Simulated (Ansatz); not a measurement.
# CHBBr with multiplicity 2: molecular dynamics

Aim: follow the molecule's vibrations and see whether its bonds hold. The start is relaxed first. Runs: 44 steps of 0.5 fs at constant energy, with velocities drawn for 50 K; 148 steps of 0.5 fs under a Nosé-Hoover thermostat at 200 K. SMILES of the start: B=[C]Br.

Program: Ansatz 0.2.0. Level of theory: UKS B3LYP-D4/def2-SVP. These are calculated values, not measurements.

## (1) The structure to begin with

Bond lengths: B1–C2 1.348 Å, C2–Br3 1.809 Å, B1–H4 1.142 Å. Angles: B1–C2–Br3 178.9°, C2–B1–H4 179.7°.

As a file:

```xyz
4

B    -0.4194    0.6036   -0.4081
C     0.2509   -0.3588    0.2560
Br    1.1552   -1.6672    1.1183
H    -0.9867    1.4224   -0.9661
```

## (2) Relaxing the start

Contents of input.yaml:

```yaml
crystal:
  periodic: [false, false, false]
  atoms:
    - { symbol: B, position_ang: [-0.41944, 0.60361, -0.40814] }
    - { symbol: C, position_ang: [0.2509, -0.3588, 0.25602] }
    - { symbol: Br, position_ang: [1.15521, -1.66718, 1.11828] }
    - { symbol: H, position_ang: [-0.98667, 1.42237, -0.96615] }
magnetization:
  spin_polarized: true
  initial_magnetization: 1
basis:
  gaussian: { orbitals: def2-SVP }
hamiltonian:
  xc: b3lyp
  dispersion: d4
relax:
  f_tol: 0.02
  max_steps: 40
output:
  orbitals: {}
```

Run with:

```sh
> ansatz run input.yaml --threads 1 --pin off --max-ram 2048MiB --backend cpu --events-out ev --progress --plain --runs-dir out
```

Output, shortened:

```text
Warning: RAYON_NUM_THREADS=1 ignored (pool sized by the plan → 1); use --threads N
[...]
Functional definition: B3LYP
[...]
708 factors; integrals over basis functions are off by at most 2.6e-4 eV
[...]
mean field -71763.21277489 eV, -2637.2494266244 hartree, gradient 6.3e-10 eV, S^2 0.752517; 2 other end points of the search recorded, 0 dependent functions left out
[...]
reference -71763.21298719 eV, -2637.2494344264 hartree; 24, 23 occupied and 41, 42 virtual orbitals, 708 factors
relax step   1: F+E_penalty+E_count = -71763.33221069 eV  Δ(F+E_penalty+E_count) = +0.000e0 eV  max|allowed force component| = 9.363e-1 eV/Å  Δτ_max = 0.0000 Å  (326 SCF iters, accepted)
[...]
relax step   2: F+E_penalty+E_count = -71763.36394880 eV  Δ(F+E_penalty+E_count) = -3.174e-2 eV  max|allowed force component| = 2.774e-1 eV/Å  Δτ_max = 0.0218 Å  (165 SCF iters, accepted)
[...]
relax step   3: F+E_penalty+E_count = -71763.36702224 eV  Δ(F+E_penalty+E_count) = -3.073e-3 eV  max|allowed force component| = 1.771e-2 eV/Å  Δτ_max = 0.0064 Å  (164 SCF iters, accepted)
708 factors; integrals over basis functions are off by at most 2.4e-4 eV
[...]
mean field -71763.24745436 eV, -2637.2507010717 hartree, gradient 1.1e-10 eV, S^2 0.752466; 3 other end points of the search recorded, 0 dependent functions left out
[...]
reference -71763.24766668 eV, -2637.2507088740 hartree; 24, 23 occupied and 41, 42 virtual orbitals, 708 factors
Total energy: -71763.36723455 eV, -2637.2551029123 hartree
Atom 0 at    -0.413262     0.594920    -0.403375 Å, force     0.005064    -0.001551     0.014551 eV/Å
Atom 1 at     0.262350    -0.376366     0.262511 Å, force    -0.001073    -0.004174    -0.017711 eV/Å
Atom 2 at     1.152020    -1.662012     1.118316 Å, force     0.001138     0.000143     0.008260 eV/Å
Atom 3 at    -1.001108     1.443457    -0.977442 Å, force    -0.005128     0.005582    -0.005099 eV/Å
Dipole moment:     0.045971    -0.067312     0.041972 e Å
```

Run time: 46 s. Hardware: 1 thread of Intel Xeon 6975P-C (Granite Rapids), shared host; peak memory 0.24 GiB.

The steps of the relaxation:

| step | energy from step 1 (eV) | largest force component (eV/Å) |
| --- | --- | --- |
| 1 | 0.0000 | 0.9363 |
| 2 | -0.0317 | 0.2774 |
| 3 | -0.0348 | 0.0177 |

Step 1 is the start.

After: Bond lengths: B1–C2 1.358 Å, C2–Br3 1.782 Å, B1–H4 1.181 Å. Angles: B1–C2–Br3 179.3°, C2–B1–H4 179.7°.

## (3) Run 1

44 steps of 0.5 fs at constant energy, with velocities drawn for 50 K, from the relaxed start. H is given a mass of 2.014 u.

Contents of input.yaml:

```yaml
crystal:
  periodic: [false, false, false]
  atoms:
    - { symbol: B, position_ang: [-0.413262, 0.59492, -0.403375] }
    - { symbol: C, position_ang: [0.26235, -0.376366, 0.262511] }
    - { symbol: Br, position_ang: [1.15202, -1.662012, 1.118316] }
    - { symbol: H, position_ang: [-1.001108, 1.443457, -0.977442] }
magnetization:
  spin_polarized: true
  initial_magnetization: 1
basis:
  gaussian: { orbitals: def2-SVP }
hamiltonian:
  xc: b3lyp
  dispersion: d4
md:
  timestep: 0.5
  n_steps: 44
  ensemble: nve
  temperature: 50.0
  initial_velocities: maxwell_boltzmann
  seed: 892341
  masses: [{ species: H, mass: 2.014 }]
```

Run with:

```sh
> ansatz run input.yaml --threads 1 --pin off --max-ram 2048MiB --backend cpu --events-out ev --progress --plain --runs-dir out
```

Output, shortened:

```text
Warning: RAYON_NUM_THREADS=1 ignored (pool sized by the plan → 1); use --threads N
[...]
[... 1 set-up line as earlier in the session ...]
[...]
708 factors; integrals over basis functions are off by at most 2.4e-4 eV
[...]
mean field -71763.24745437 eV, -2637.2507010718 hartree, gradient 3.6e-11 eV, S^2 0.752466; 2 other end points of the search recorded, 0 dependent functions left out
[...]
reference -71763.24766668 eV, -2637.2507088742 hartree; 24, 23 occupied and 41, 42 virtual orbitals, 708 factors
md step     0: t =     0.00 fs  T =    50.0 K  F+E_penalty+E_count = -71763.36702224 eV  E_kin = 0.012926 eV  conserved = -71763.35409624 eV  (366 SCF iters)
[...]
md step    11: t =     5.50 fs  T =    38.2 K  F+E_penalty+E_count = -71763.36395930 eV  E_kin = 0.009868 eV  conserved = -71763.35409148 eV  (115 SCF iters)
[...]
md step    22: t =    11.00 fs  T =    15.8 K  F+E_penalty+E_count = -71763.35816643 eV  E_kin = 0.004081 eV  conserved = -71763.35408521 eV  (114 SCF iters)
[...]
md step    33: t =    16.50 fs  T =     6.5 K  F+E_penalty+E_count = -71763.35578024 eV  E_kin = 0.001692 eV  conserved = -71763.35408779 eV  (118 SCF iters)
[...]
md step    43: t =    21.50 fs  T =    14.9 K  F+E_penalty+E_count = -71763.35793642 eV  E_kin = 0.003846 eV  conserved = -71763.35409084 eV  (117 SCF iters)
[...]
md step    44: t =    22.00 fs  T =    16.6 K  F+E_penalty+E_count = -71763.35839496 eV  E_kin = 0.004303 eV  conserved = -71763.35409185 eV  (162 SCF iters)
Total energy: -71763.35860881 eV, -2637.2547859223 hartree
Atom 0 at    -0.412382     0.594718    -0.417943 Å, force     0.014595    -0.022510     0.245626 eV/Å
Atom 1 at     0.265331    -0.382072     0.242132 Å, force     0.028822    -0.041807    -0.002413 eV/Å
Atom 2 at     1.152187    -1.662169     1.121102 Å, force    -0.068059     0.098722    -0.112694 eV/Å
Atom 3 at    -1.030247     1.484795    -0.888264 Å, force     0.024641    -0.034405    -0.130519 eV/Å
Dipole moment:     0.042221    -0.060668     0.051496 e Å
```

Run time: 5.6 min. Hardware: 1 thread of Intel Xeon 6975P-C (Granite Rapids), shared host; peak memory 0.24 GiB.

## (4) Frames and traces

The trajectory, every 2 steps (energies from step 0):

| time (fs) | T (K) | potential energy change (meV/atom) | total energy change (meV/atom) |
| --- | --- | --- | --- |
| 0.0 | 50 | 0.0 | 0.00 |
| 1.0 | 49 | 0.1 | 0.00 |
| 2.0 | 47 | 0.2 | 0.00 |
| 3.0 | 44 | 0.4 | 0.00 |
| 4.0 | 42 | 0.5 | 0.00 |
| 5.0 | 39 | 0.7 | 0.00 |
| 6.0 | 37 | 0.9 | 0.00 |
| 7.0 | 33 | 1.1 | 0.00 |
| 8.0 | 29 | 1.3 | 0.00 |
| 9.0 | 24 | 1.7 | 0.00 |
| 10.0 | 20 | 2.0 | 0.00 |
| 11.0 | 16 | 2.2 | 0.00 |
| 12.0 | 13 | 2.4 | 0.00 |
| 13.0 | 11 | 2.5 | 0.00 |
| 14.0 | 10 | 2.6 | 0.00 |
| 15.0 | 9 | 2.7 | 0.00 |
| 16.0 | 7 | 2.8 | 0.00 |
| 17.0 | 6 | 2.8 | 0.00 |
| 18.0 | 6 | 2.9 | 0.00 |
| 19.0 | 7 | 2.8 | 0.00 |
| 20.0 | 10 | 2.6 | 0.00 |
| 21.0 | 13 | 2.4 | 0.00 |
| 22.0 | 17 | 2.2 | 0.00 |

time (fs), T (K) and a bar:
```
      0.0         50 ##############################
      1.0         49 #############################
      2.0         47 ############################
      3.0         44 ##########################
      4.0         42 ########################
      5.0         39 #######################
      5.5         38 ######################
      6.5         35 ####################
      7.5         31 #################
      8.5         27 ##############
      9.5         22 ###########
     10.5         18 ########
     11.5         14 ######
     12.5         12 ####
     13.5         10 ###
     14.5          9 ##
     15.5          8 #
     16.5          7 #
     17.0          6 
     18.0          6 
     19.0          7 #
     20.0         10 ###
     21.0         13 #####
     22.0         17 #######
```

## (5) Frames from the trajectory

Extended XYZ, with forces in eV/Å:

```xyz
4
time_fs=3.0 T=44 dE=0.0015
B    -0.414    0.596   -0.410    0.147   -0.206    0.224
C     0.262   -0.377    0.260   -0.075    0.103   -0.107
Br    1.152   -1.662    1.119   -0.020    0.030   -0.023
H    -1.008    1.454   -0.954   -0.052    0.073   -0.094
4
time_fs=5.5 T=38 dE=0.0031
B    -0.414    0.596   -0.415    0.109   -0.152    0.245
C     0.262   -0.376    0.258   -0.050    0.067   -0.094
Br    1.153   -1.663    1.120   -0.048    0.070   -0.059
H    -1.016    1.465   -0.937   -0.012    0.015   -0.092
4
time_fs=8.0 T=29 dE=0.0054
B    -0.413    0.594   -0.419   -0.033    0.052    0.164
C     0.261   -0.375    0.256    0.041   -0.063   -0.014
Br    1.153   -1.663    1.120   -0.082    0.119   -0.100
H    -1.024    1.476   -0.922    0.074   -0.108   -0.050
4
time_fs=11.0 T=16 dE=0.0089
B    -0.412    0.593   -0.422   -0.144    0.211    0.110
C     0.261   -0.375    0.252    0.130   -0.191    0.067
Br    1.153   -1.663    1.121   -0.114    0.165   -0.140
H    -1.030    1.485   -0.907    0.128   -0.186   -0.038
4
time_fs=14.0 T=10 dE=0.0104
B    -0.412    0.594   -0.423   -0.060    0.088    0.209
C     0.262   -0.376    0.249    0.114   -0.166    0.051
Br    1.153   -1.663    1.121   -0.121    0.176   -0.155
H    -1.032    1.487   -0.894    0.067   -0.098   -0.105
4
time_fs=16.5 T=7 dE=0.0112
B    -0.413    0.595   -0.424    0.081   -0.116    0.335
C     0.263   -0.378    0.247    0.049   -0.073   -0.008
Br    1.153   -1.663    1.121   -0.111    0.160   -0.149
H    -1.030    1.485   -0.886   -0.020    0.028   -0.178
4
time_fs=19.0 T=7 dE=0.0111
B    -0.413    0.595   -0.422    0.135   -0.194    0.374
C     0.264   -0.380    0.245    0.008   -0.013   -0.039
Br    1.153   -1.663    1.121   -0.093    0.134   -0.135
H    -1.030    1.484   -0.884   -0.050    0.073   -0.200
4
time_fs=22.0 T=17 dE=0.0086
B    -0.412    0.595   -0.418    0.015   -0.022    0.246
C     0.265   -0.382    0.242    0.029   -0.042   -0.002
Br    1.152   -1.662    1.121   -0.068    0.099   -0.113
H    -1.030    1.485   -0.888    0.025   -0.034   -0.131
```

On run 1: The temperature starts at 50 K and averages 10 K in the second half, where it ranges from 6 to 17 K. The total energy strays from its start by at most 0.00 meV/atom, 0.2 % of the mean kinetic energy, so a step of 0.5 fs is short enough over this time. The bonding pattern survives the run.

## (6) Run 2

148 steps of 0.5 fs under a Nosé-Hoover thermostat at 200 K, starting from the last frame of an earlier run, with new velocities.

Contents of input.yaml:

```yaml
crystal:
  periodic: [false, false, false]
  atoms:
    - { symbol: B, position_ang: [-0.412382, 0.594718, -0.417943] }
    - { symbol: C, position_ang: [0.265331, -0.382072, 0.242132] }
    - { symbol: Br, position_ang: [1.152187, -1.662169, 1.121102] }
    - { symbol: H, position_ang: [-1.030247, 1.484795, -0.888264] }
magnetization:
  spin_polarized: true
  initial_magnetization: 1
basis:
  gaussian: { orbitals: def2-SVP }
hamiltonian:
  xc: b3lyp
  dispersion: d4
md:
  timestep: 0.5
  n_steps: 148
  ensemble: nvt_nose_hoover
  temperature: 200.0
  initial_velocities: maxwell_boltzmann
  seed: 721742
  nose_hoover: { tau: 1.0, chain_length: 1 }
```

Run with:

```sh
> ansatz run input.yaml --threads 1 --pin off --max-ram 2048MiB --backend cpu --events-out ev --progress --plain --runs-dir out
```

Output, shortened:

```text
Warning: RAYON_NUM_THREADS=1 ignored (pool sized by the plan → 1); use --threads N
[...]
[... 1 set-up line as earlier in the session ...]
[...]
708 factors; integrals over basis functions are off by at most 2.4e-4 eV
[...]
mean field -71763.23895962 eV, -2637.2503888957 hartree, gradient 1.6e-10 eV, S^2 0.752511; 2 other end points of the search recorded, 0 dependent functions left out
[...]
reference -71763.23917349 eV, -2637.2503967550 hartree; 24, 23 occupied and 41, 42 virtual orbitals, 708 factors
md step     0: t =     0.00 fs  T =   200.0 K  F+E_penalty+E_count = -71763.35839495 eV  E_kin = 0.051704 eV  conserved = -71763.30669095 eV  (249 SCF iters)
[...]
md step    18: t =     9.00 fs  T =   218.2 K  F+E_penalty+E_count = -71763.33647222 eV  E_kin = 0.056401 eV  conserved = -71763.30630381 eV  (116 SCF iters, 3 dispersion substeps)
[...]
md step    36: t =    18.00 fs  T =   173.9 K  F+E_penalty+E_count = -71763.21722391 eV  E_kin = 0.044966 eV  conserved = -71763.30526468 eV  (115 SCF iters, 3 dispersion substeps)
[...]
md step    54: t =    27.00 fs  T =   109.3 K  F+E_penalty+E_count = -71763.30670945 eV  E_kin = 0.028254 eV  conserved = -71763.30633948 eV  (115 SCF iters, 3 dispersion substeps)
[...]
md step    72: t =    36.00 fs  T =   123.8 K  F+E_penalty+E_count = -71763.35307636 eV  E_kin = 0.031992 eV  conserved = -71763.30666887 eV  (120 SCF iters, 3 dispersion substeps)
md step    73: t =    36.50 fs  T =   140.1 K  F+E_penalty+E_count = -71763.35037219 eV  E_kin = 0.036222 eV  conserved = -71763.30662858 eV  (121 SCF iters, 3 dispersion substeps)
md step    74: t =    37.00 fs  T =   173.3 K  F+E_penalty+E_count = -71763.34476657 eV  E_kin = 0.044793 eV  conserved = -71763.30653105 eV  (143 SCF iters, 3 dispersion substeps)
```

## (7) The log goes on: dynamics from the last frame of an earlier run

Output, continued, shortened:

```text
md step    75: t =    37.50 fs  T =   221.2 K  F+E_penalty+E_count = -71763.33596851 eV  E_kin = 0.057180 eV  conserved = -71763.30636365 eV  (86 SCF iters, 3 dispersion substeps)
[...]
md step    93: t =    46.50 fs  T =   276.1 K  F+E_penalty+E_count = -71763.24918883 eV  E_kin = 0.071378 eV  conserved = -71763.30554678 eV  (120 SCF iters, 3 dispersion substeps)
[...]
md step   111: t =    55.50 fs  T =   133.8 K  F+E_penalty+E_count = -71763.28846128 eV  E_kin = 0.034577 eV  conserved = -71763.30638987 eV  (127 SCF iters, 3 dispersion substeps)
[...]
md step   129: t =    64.50 fs  T =   133.0 K  F+E_penalty+E_count = -71763.35308644 eV  E_kin = 0.034387 eV  conserved = -71763.30666307 eV  (119 SCF iters, 3 dispersion substeps)
[...]
md step   147: t =    73.50 fs  T =   185.0 K  F+E_penalty+E_count = -71763.31157379 eV  E_kin = 0.047827 eV  conserved = -71763.30609271 eV  (153 SCF iters, 3 dispersion substeps)
[...]
md step   148: t =    74.00 fs  T =   182.7 K  F+E_penalty+E_count = -71763.30697605 eV  E_kin = 0.047240 eV  conserved = -71763.30607781 eV  (131 SCF iters, 3 dispersion substeps)
Total energy: -71763.30719012 eV, -2637.2528963201 hartree
Atom 0 at    -0.410754     0.594730    -0.393625 Å, force    -0.445485     0.636463    -0.920728 eV/Å
Atom 1 at     0.265027    -0.387105     0.265507 Å, force    -0.297874     0.435212    -0.247253 eV/Å
Atom 2 at     1.151374    -1.660544     1.117365 Å, force     0.166405    -0.240665     0.216327 eV/Å
Atom 3 at    -0.979615     1.415794    -1.131321 Å, force     0.576953    -0.831010     0.951654 eV/Å
Dipole moment:     0.054156    -0.079894     0.041774 e Å
```

It took 18 min on 1 thread of Intel Xeon 6975P-C (Granite Rapids), shared host; peak memory 0.23 GiB.

## (8) What the atoms did

The trajectory, every 8 steps (energies from step 0):

| time (fs) | T (K) | potential energy change (meV/atom) | conserved energy change (meV/atom) |
| --- | --- | --- | --- |
| 0.0 | 200 | 0.0 | 0.00 |
| 4.0 | 319 | 9.1 | 0.17 |
| 8.0 | 181 | 0.6 | 0.02 |
| 12.0 | 285 | 10.9 | 0.12 |
| 16.0 | 225 | 16.7 | 0.15 |
| 20.0 | 280 | 25.0 | 0.19 |
| 24.0 | 191 | 19.7 | 0.13 |
| 28.0 | 132 | 8.9 | 0.02 |
| 32.0 | 201 | 14.3 | 0.19 |
| 36.0 | 124 | 1.3 | 0.01 |
| 40.0 | 205 | 10.4 | 0.16 |
| 44.0 | 159 | 9.9 | 0.10 |
| 48.0 | 199 | 23.7 | 0.19 |
| 52.0 | 164 | 21.0 | 0.15 |
| 56.0 | 122 | 16.1 | 0.05 |
| 60.0 | 191 | 16.6 | 0.17 |
| 64.0 | 141 | 0.8 | 0.00 |
| 68.0 | 220 | 4.2 | 0.09 |
| 72.0 | 240 | 4.2 | 0.07 |
| 74.0 | 183 | 12.9 | 0.15 |

time (fs), T (K) and a bar:
```
      0.0        200 #############
      3.0        207 ##############
      6.5        128 ####
      9.5        210 ##############
     13.0        167 #########
     16.0        225 ################
     19.5        215 ###############
     22.5         90 
     25.5        345 ##############################
     29.0        205 #############
     32.0        201 #############
     35.5        123 ####
     38.5        282 #######################
     42.0        163 #########
     45.0        217 ###############
     48.5        191 ############
     51.5        148 #######
     54.5        236 #################
     58.0        238 #################
     61.0        199 #############
     64.5        133 #####
     67.5        288 #######################
     71.0        187 ###########
     74.0        183 ###########
```

## (9) Snapshots as a file

Extended XYZ, with forces in eV/Å:

```xyz
4
time_fs=9.0 T=218 dE=0.0219
B    -0.403    0.595   -0.384    0.622   -0.973    0.508
C     0.271   -0.410    0.239   -0.408    0.649   -0.327
Br    1.149   -1.657    1.118    0.325   -0.474    0.316
H    -0.970    1.393   -0.977   -0.539    0.798   -0.498
4
time_fs=18.5 T=135 dE=0.1419
B    -0.397    0.601   -0.347   -0.978    1.335   -1.849
C     0.264   -0.432    0.224   -0.192    0.353   -0.027
Br    1.149   -1.654    1.118    0.419   -0.625    0.454
H    -0.951    1.406   -1.160    0.750   -1.064    1.422
4
time_fs=28.0 T=132 dE=0.0355
B    -0.401    0.616   -0.360   -0.049    0.030   -0.401
C     0.239   -0.426    0.203    0.482   -0.584    0.629
Br    1.153   -1.657    1.121   -0.089    0.038   -0.067
H    -0.900    1.401   -1.054   -0.345    0.516   -0.161
4
time_fs=37.0 T=173 dE=0.0136
B    -0.407    0.627   -0.394    0.730   -1.206    0.652
C     0.236   -0.429    0.210   -0.356    0.780   -0.292
Br    1.155   -1.660    1.123   -0.089    0.029   -0.097
H    -0.950    1.500   -0.937   -0.284    0.397   -0.264
4
time_fs=46.0 T=285 dE=0.1004
B    -0.393    0.602   -0.417   -1.401    2.170   -0.637
C     0.226   -0.406    0.215    0.903   -1.228    0.777
Br    1.155   -1.661    1.124   -0.343    0.396   -0.387
H    -1.036    1.607   -0.799    0.841   -1.337    0.248
4
time_fs=55.5 T=134 dE=0.0699
B    -0.400    0.603   -0.440    0.909   -1.464    1.370
C     0.249   -0.409    0.253   -0.854    1.383   -1.019
Br    1.153   -1.660    1.121    0.193   -0.296    0.103
H    -1.032    1.526   -0.757   -0.248    0.377   -0.455
4
time_fs=65.0 T=139 dE=0.0093
B    -0.396    0.587   -0.413   -0.009   -0.056    0.175
C     0.251   -0.389    0.256    0.319   -0.406    0.225
Br    1.152   -1.660    1.119    0.021   -0.047    0.009
H    -0.999    1.444   -0.899   -0.331    0.509   -0.409
4
time_fs=74.0 T=183 dE=0.0514
B    -0.411    0.595   -0.394   -0.446    0.636   -0.921
C     0.265   -0.387    0.266   -0.298    0.435   -0.247
Br    1.151   -1.661    1.117    0.166   -0.241    0.216
H    -0.980    1.416   -1.131    0.577   -0.831    0.952
```

Reading of run 2. Against a set 200 K the second half averages 201 K with a spread of 50 K. A thermostat time of 1 fs is as short as the fastest vibrations or shorter, so the thermostat can drive swings of its own. The conserved energy strays from its start by at most 0.36 meV/atom, 2.8 % of the mean kinetic energy, fair for a step of 0.5 fs. No bond forms or breaks.

## (10) Summary of results

| quantity | value |
| --- | --- |
| relaxation of the start | 2 moves, 0.035 eV lower |
| run 1: length | 44 steps of 0.5 fs |
| run 1: temperature, first and last step | 50 and 17 K |
| run 1: temperature, second half | mean 10 K, from 6 to 17 K |
| run 1: potential energy, second half | +3 meV/atom from this run's first step |
| run 1: largest change of the total energy | 0.00 meV/atom |
| run 1: bonds formed or broken | 0 |
| run 2: length | 148 steps of 0.5 fs |
| run 2: temperature, first and last step | 200 and 183 K |
| run 2: temperature, second half | mean 201 K, from 122 to 331 K |
| run 2: potential energy, second half | +12 meV/atom from this run's first step |
| run 2: largest change of the conserved energy | 0.36 meV/atom |
| run 2: bonds formed or broken | 0 |

In words: Mean temperatures of the second halves: 10 K, 201 K. No bond formed or broke in any run. 74 fs on 4 atoms is far too short and small for converged averages. The nuclei move classically, without zero-point motion, which matters most for hydrogen.
